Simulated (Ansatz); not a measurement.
**WH₃ (doublet): the correlation ladder, def2-TZVPP**

One table from this session's results is given with a row withheld; the runs are named, their logs left out.

Computed with Ansatz 0.2.0, Gaussian basis. Level: def2-TZVPP, core rule «outside noble gas», up to 4 orbitals frozen.

To be run: UHF; CCSD(T) on ROHF; CCSD(T) on UHF; CCSDT(Q) on ROHF; CCSDT(Q) on UHF; CASSCF and MRCISD+Q, 9 electrons in 9 orbitals; CASSCF and NEVPT2, 9 electrons in 9 orbitals.

6 further runs of the same task are left out: 6 set aside as unsound or not needed.

**What is computed**

The geometry is a PBE0/def2-TZVP stationary point (not a proven minimum) of the parent state, kept for this charge and spin. No spin-orbit coupling is included. Elements past krypton take def2 core potentials.

4 atoms, charge 0, spin multiplicity 2.

Atoms are counted from 1 here; the program's logs count them from 0.

Bond lengths: W1–H2 1.710 Å, W1–H3 1.710 Å, W1–H4 1.710 Å. Angles: H2–W1–H3 112.3°, H2–W1–H4 112.3°, H3–W1–H4 112.3°.

The first run:

in.yaml reads:

```yaml
crystal:
  periodic: [false, false, false]
  atoms:
    - {symbol: W, position_ang: [0.000018, 0.000018, -0.007849]}
    - {symbol: H, position_ang: [1.638941, 0.014192, 0.481052]}
    - {symbol: H, position_ang: [-0.834382, 1.411605, 0.478453]}
    - {symbol: H, position_ang: [-0.807904, -1.429056, 0.472050]}
basis:
  gaussian: {orbitals: def2-TZVPP}
magnetization: {spin_polarized: true, initial_magnetization: 1}
hamiltonian: {xc: hf}
output: {orbitals: {seedname: orbitals}}
```

Run with:

```console
$ ansatz run in.yaml --threads 1 --pin off --events-out ev --progress --plain --max-ram 4096MiB --backend cpu
```

Steps of the session up to this table: UHF; CCSD(T) on ROHF; CCSD(T) on UHF; CCSDT(Q) on ROHF; CCSDT(Q) on UHF; CASSCF and MRCISD+Q, 9 electrons in 9 orbitals; CASSCF and NEVPT2, 9 electrons in 9 orbitals.

One of the session's tables, all rows but one given; the rest of the session is left out.

It belongs to the step «Misses and costs». 

| method | from RCCSDT(Q) (kJ/mol) |
| --- | --- |
| ROHF | +617.7 |
| UHF | +499.0 |
| RMP2 | +122.7 |
| UMP2 | +40.3 |
| RCCSD | ? |
| UCCSD | -46.9 |
| RCCSD(T) | +18.4 |
| UCCSD(T) | -81.1 |
| RCCSDT | +4.9 |
| UCCSDT | -101.7 |
| RCCSDT(Q) | 0 |
| UCCSDT(Q) | -106.7 |
| CASSCF valence | +425.1 |
| NEVPT2 valence | +100.5 |
| MRCISD valence | +34.4 |
| MRCISD+Q valence | +5.2 |

**Question.** Estimate the row for RCCSD.

As computed: from RCCSDT(Q) (kJ/mol): +47.6. In the column «from RCCSDT(Q) (kJ/mol)» it lies between UMP2 (+40.3) and NEVPT2 valence (+100.5).

The program flags UCCSD(T), UCCSDT(Q) as in doubt (see the logs), so those rows may rest on another solution; read them beside their warnings.

Limits of these values: The determinant is far from a pure spin state, so its energy mixes those of several spin states (harmless only where they are near-degenerate, as at dissociation). The program flags UCCSD(T), UCCSDT(Q) as in doubt, so those rows may rest on another solution; read them beside their warnings. Warnings: spin contamination; coupled cluster took another determinant than the lowest; large T1 diagnostic. Restricted and unrestricted rows rest on different reference determinants; where their highest levels disagree by more than a few hundredths of an eV, they describe different states and don't form one ladder.
